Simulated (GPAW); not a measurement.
A run of GPAW 26.7.0 is set up as follows.

run.py

```python
from ase.calculators.mixing import SumCalculator
from ase.eos import EquationOfState
from ase.io import Trajectory, read
from ase.units import GPa
from dftd3.ase import DFTD3
from gpaw import GPAW, PW, setup_paths

setup_paths.insert(0, '.')

atoms = read('C.xyz')

traj = Trajectory('eos.traj', 'w')
volumes, energies = [], []
for x in [0.94, 0.96, 0.98, 1.0, 1.02, 1.04, 1.06]:
    a = atoms.copy()
    a.set_cell(atoms.cell * x**(1 / 3), scale_atoms=True)
    calc = GPAW(mode=PW(800),
                xc='PBEsol',
                kpts={'size': (10, 10, 10), 'gamma': True},
                occupations={'name': 'fermi-dirac', 'width': 0.05},
                nbands=11,
                convergence={'density': 1e-05, 'energy': 1e-05},
                maxiter=150,
                txt=f'eos-{x:.2f}.txt')
    a.calc = SumCalculator([calc, DFTD3(method='pbesol', damping='d3bj')])
    energies.append(a.get_potential_energy())
    volumes.append(a.get_volume())
    p = -a.get_stress()[:3].mean() / GPa
    calc.write(f'eos-{x:.2f}.gpw')
    traj.write(a)
    print(f'{x:.2f} {volumes[-1]:10.4f} A^3 {energies[-1]:14.6f} eV {p:9.3f} GPa', flush=True)

v0, e0, B = EquationOfState(volumes, energies, eos='birchmurnaghan').fit()
print(f'V0 = {v0:.4f} A^3, E0 = {e0:.6f} eV, B0 = {B / GPa:.2f} GPa')
```

Contents of C.xyz:

```xyz
2
Lattice="0.0000000000 1.7833700000 1.7833700000 1.7833700000 0.0000000000 1.7833700000 1.7833700000 1.7833700000 0.0000000000" Properties=species:S:1:pos:R:3 pbc="T T T"
C      2.6750550000      2.6750550000      2.6750550000
C      1.7833700000      1.7833700000      1.7833700000
```

Potentials or basis: PAW data sets generated in the run's folder for this functional, pw.

Run with:

```console
$ gpaw-setup -f PBEsol C
$ OMP_NUM_THREADS=1 python run.py
```

(1) Predict the equilibrium volume.

(2) What does it give for the pressure derivative of the bulk modulus?

Results:

(1) 5.57 Å³/atom.

(2) 3.7.

**Experimental background.**

From “Equation of state of cubic boron nitride at high pressures and temperatures”, 2007, arxiv:cond-mat/0702656, for a bulk crystal of C: bulk modulus 444.8 ± 0.8 GPa.

A measured bulk modulus of C is 444.8 GPa (quoted in “Equation of state of cubic boron nitride at high pressures and temperatures”, 2007, arxiv:cond-mat/0702656); the calculated 457 GPa misses it by +2.7 %. 3 values of this kind are on record (442 to 444.8 GPa); this one was drawn at random among those near their median, those with a stated uncertainty first. The fit is for a static lattice scaled at fixed shape and fixed fractional positions. The cell as given is a measured one (5.67 Å³/atom); PBEsol+D3(BJ) puts the equilibrium volume -1.8 % from it, thermal expansion not counted.
